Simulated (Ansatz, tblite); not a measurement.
# (F)2Al-S-SiH3 (AlF₂H₃SSi): one state, many levels

Aim: run the singlet of (F)2Al-S-SiH3 (AlF₂H₃SSi) at one geometry on many levels, and compare frontier levels, spin and run time.

Method: as each input shows; program: Ansatz 0.2.0, Gaussian basis.

Plan: GFN1-xTB, GFN2-xTB, PBE-D4/def2-TZVP, r2SCAN-D4/def2-TZVP, CAM-B3LYP-D4/def2-TZVP, r2SCAN0-D4/def2-TZVP, B2PLYP/def2-TZVP, B3LYP-D4/def2-TZVP, revPBE-D4/def2-TZVP, HF/def2-TZVP, HSE06-D4/def2-TZVP, PBE-D4/def2-SVP, PBE0-D4/def2-SVP, HF/6-31G, B3LYP-D4/6-31G, PBE0-D4/def2-TZVPD, PBE-D4/def2-TZVPD, r2SCAN-D4/def2-TZVPD, CCSD(T)/def2-TZVPP, MP2/def2-TZVP, RPA/def2-TZVP.

## Step 1: The geometry

The singlet was relaxed beforehand with r2SCAN-D4/def2-SVP.

8 atoms, charge 0, spin multiplicity 1.

Bond lengths: Al1–F2 1.658 Å, Al1–F3 1.650 Å, Al1–S4 2.151 Å, S4–Si5 2.173 Å, Si5–H6 1.489 Å, Si5–H7 1.488 Å, Si5–H8 1.489 Å. Angles: F2–Al1–F3 119.4°, F2–Al1–S4 118.1°, F3–Al1–S4 122.6°, Al1–S4–Si5 97.2°, S4–Si5–H6 111.0°, S4–Si5–H7 105.0°, S4–Si5–H8 111.1°, H6–Si5–H7 109.9°, H6–Si5–H8 109.8°, H7–Si5–H8 109.9°.

As a file:

```mol
AlF2H3SSi
  3D, bonds by distance, orders not assigned

  8  7  0  0  0  0  0  0  0  0999 V2000
   -0.0712   -0.4322   -1.7656 Al  0  0
   -1.3705   -1.1802   -1.0585 F   0  0
    0.1812   -0.6088   -3.3868 F   0  0
    1.2268    0.7401   -0.5128 S   0  0
    0.1684    0.4110    1.3562 Si  0  0
   -1.2200    0.9443    1.2851 H   0  0
    0.9485    1.1621    2.3770 H   0  0
    0.1368   -1.0362    1.7054 H   0  0
  1  2  8  0
  1  3  8  0
  1  4  8  0
  4  5  8  0
  5  6  8  0
  5  7  8  0
  5  8  8  0
M  END
```

PBE0-D4/def2-TZVP was run before; its log isn't repeated, and its numbers join the tables.

## Step 2: GFN1-xTB

Tight binding, by tblite at 300 K electronic temperature and without a spin-polarisation term:

```python
tblite.interface.Calculator('GFN1-xTB', numbers, positions, charge=0, uhf=0).singlepoint()
```

Energy -516.3194 eV, HOMO -12.45 eV, LUMO -8.42 eV; 0.01 s.

## Step 3: GFN2-xTB

Tight binding, by tblite at 300 K electronic temperature and without a spin-polarisation term:

```python
tblite.interface.Calculator('GFN2-xTB', numbers, positions, charge=0, uhf=0).singlepoint()
```

Energy -470.0780 eV, HOMO -11.09 eV, LUMO -7.70 eV; 0.009 s.

## Step 4: PBE-D4/def2-TZVP

start.molden holds the orbitals of an earlier run on this state, given as this run's starting guess.

File in.yaml:

```yaml
crystal:
  periodic: [false, false, false]
  atoms:
    - {symbol: Al, position_ang: [-0.071159, -0.432186, -1.765609]}
    - {symbol: F, position_ang: [-1.370455, -1.180241, -1.058543]}
    - {symbol: F, position_ang: [0.181187, -0.608826, -3.386820]}
    - {symbol: S, position_ang: [1.226766, 0.740055, -0.512765]}
    - {symbol: Si, position_ang: [0.168380, 0.410952, 1.356232]}
    - {symbol: H, position_ang: [-1.220016, 0.944340, 1.285089]}
    - {symbol: H, position_ang: [0.948524, 1.162076, 2.377049]}
    - {symbol: H, position_ang: [0.136772, -1.036180, 1.705377]}
basis:
  gaussian: {orbitals: def2-TZVP, initial_orbitals: start.molden}
hamiltonian: {xc: pbe, dispersion: d4}
scf: {omitted_lower_state_checks: [starts]}
output: {forces: true, orbitals: {seedname: orbitals}}
```

The run is started by

```
$ ansatz run in.yaml --threads 4 --pin off --events-out ev --progress --plain --max-ram 3916MiB
```

The runs that follow: r2SCAN-D4/def2-TZVP; CAM-B3LYP-D4/def2-TZVP; r2SCAN0-D4/def2-TZVP; B2PLYP/def2-TZVP; B3LYP-D4/def2-TZVP; revPBE-D4/def2-TZVP; HF/def2-TZVP; HSE06-D4/def2-TZVP; PBE-D4/def2-SVP; PBE0-D4/def2-SVP; HF/6-31G; B3LYP-D4/6-31G; PBE0-D4/def2-TZVPD; PBE-D4/def2-TZVPD; r2SCAN-D4/def2-TZVPD; CCSD(T)/def2-TZVPP; MP2/def2-TZVP; RPA/def2-TZVP.

**Question.** What will the summary of the whole plan be? Wanted: gap in def2-TZVP, named functionals and Hartree-Fock, smallest and largest; correlation energy, CCSD(T)/def2-TZVPP; correlation energy, MP2/def2-TZVP; binding an atom, CCSD(T)/def2-TZVPP; PBE0 total energy, smallest basis above largest.

The runs gave:

```
                                                                  quantity                            value
gap in def2-TZVP, named functionals and Hartree-Fock, smallest and largest  4.87 eV (PBE-D4), 12.64 eV (HF)
                                    correlation energy, CCSD(T)/def2-TZVPP                        -25.53 eV
                                         correlation energy, MP2/def2-TZVP                        -23.37 eV
                                       binding an atom, CCSD(T)/def2-TZVPP                         3.574 eV
                           PBE0 total energy, smallest basis above largest  15.93 eV (def2-SVP, def2-TZVPD)
```

Over the named functionals and Hartree-Fock in def2-TZVP the gap runs from 4.87 eV (PBE-D4) to 12.64 eV (HF); exact exchange widens it. A small miss in a minimal or small basis is a cancelling of errors, not accuracy. The functionals in def2-TZVP miss CCSD(T)/def2-TZVPP by +0.002 (revPBE-D4) to +0.106 eV (r2SCAN-D4) an atom. The reference is CCSD(T) in one finite basis, so it carries an error of its own, often a tenth of an eV or more, and near misses can't be ranked.
